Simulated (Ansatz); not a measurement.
**B2N3O: from a guess to a relaxed structure**

The task: take a trial cell of B2N3O to zero force and stress.

Method: DFT PBE, scalar-relativistic, plane waves, PAW, in Ansatz 0.2.0.

## (1) The system as given

The structure is trigonal, space group R-3m (No. 166). The conventional cell has a = 4.350 Å, b = 4.350 Å, c = 10.723 Å, α = 90.00°, β = 90.00°, γ = 120.00°. B (site symmetry 3m) has 3 O at 2.55 Å and 9 N at 2.55 to 2.57 Å and 4 B at 2.67 Å as nearest neighbours. Around N (site symmetry 2/m) lie 4 N at 2.18 Å and 2 O at 2.18 Å. Around O (site symmetry -3m) lie 6 N at 2.18 Å.

As a file:

```
B N O
1.0
     2.17518    1.25584    3.57422
    -2.17518    1.25584    3.57422
     0.00000   -2.51168    3.57422
B N O
2 3 1
Direct
  0.12468 0.12468 0.12468
  0.87532 0.87532 0.87532
  0.00000 0.50000 0.50000
  0.50000 0.50000 0.00000
  0.50000 0.00000 0.50000
  0.50000 0.50000 0.50000
```

Recipe of the guess: species swapped into a database cell of Nd2Al3Ga (R-3m, No. 166), with B on the Nd sites, N on the Al sites and O on the Ga sites. Its size is a rough estimate.

## (2) The guess as it stands, on a coarse mesh

Contents of input.yaml:

```yaml
crystal:
  lattice:
    - [2.17517654, 1.25583876, 3.57421761]
    - [-2.17517654, 1.25583876, 3.57421761]
    - [0.0, -2.51167752, 3.57421761]
  atoms:
    - { symbol: B, position: [0.12468, 0.12468, 0.12468] }
    - { symbol: B, position: [0.87532, 0.87532, 0.87532] }
    - { symbol: "N", position: [0.0, 0.5, 0.5] }
    - { symbol: "N", position: [0.5, 0.5, 0.0] }
    - { symbol: "N", position: [0.5, 0.0, 0.5] }
    - { symbol: O, position: [0.5, 0.5, 0.5] }
basis:
  ecutwfc: 420
kpoints:
  mp_grid: { grid: [6, 6, 6] }
hamiltonian:
  xc: pbe
scf:
  occupations: { method: gaussian, width: 0.1 }
  lower_state_search: "off"
output:
  forces: true
  stress: true
  eigenvalues: true
```

On the command line:

```console
ansatz run input.yaml --threads 1 --pin off --max-ram 2560MiB --backend cpu --events-out ev --progress --plain --runs-dir out
```

The session goes on with these runs: spin check on a coarse mesh; a loose first relaxation; final relaxation.

What does the calculation give? Wanted: conventional cell; volume; energy over the elements; gap on the mesh.

**Answer**, as computed:

| quantity | value |
| --- | --- |
| symmetry at the end (tolerance 0.05 Å) | space group R-3m (No. 166) |
| conventional cell | a = 4.160 Å, b = 4.160 Å, c = 13.647 Å, α = 90.00°, β = 90.00°, γ = 120.00° |
| volume | 11.36 Å³/atom |
| energy over the elements (uncorrected; H, N, O, F and Cl as molecules) | +0.14 eV/atom |
| gap on the mesh | none (metal) |

What this shows: The space group R-3m (No. 166) is kept, and the volume per atom grows by 16.4 % from the first guess. The formation energy is positive, so the separate elements lie lower. No finished test with a distortion of lower symmetry is shown, so the end may be a saddle point. A spin-polarised run here lost its starting moments, which speaks against magnetism, though one start doesn't rule it out. Other magnetic orders were not searched.
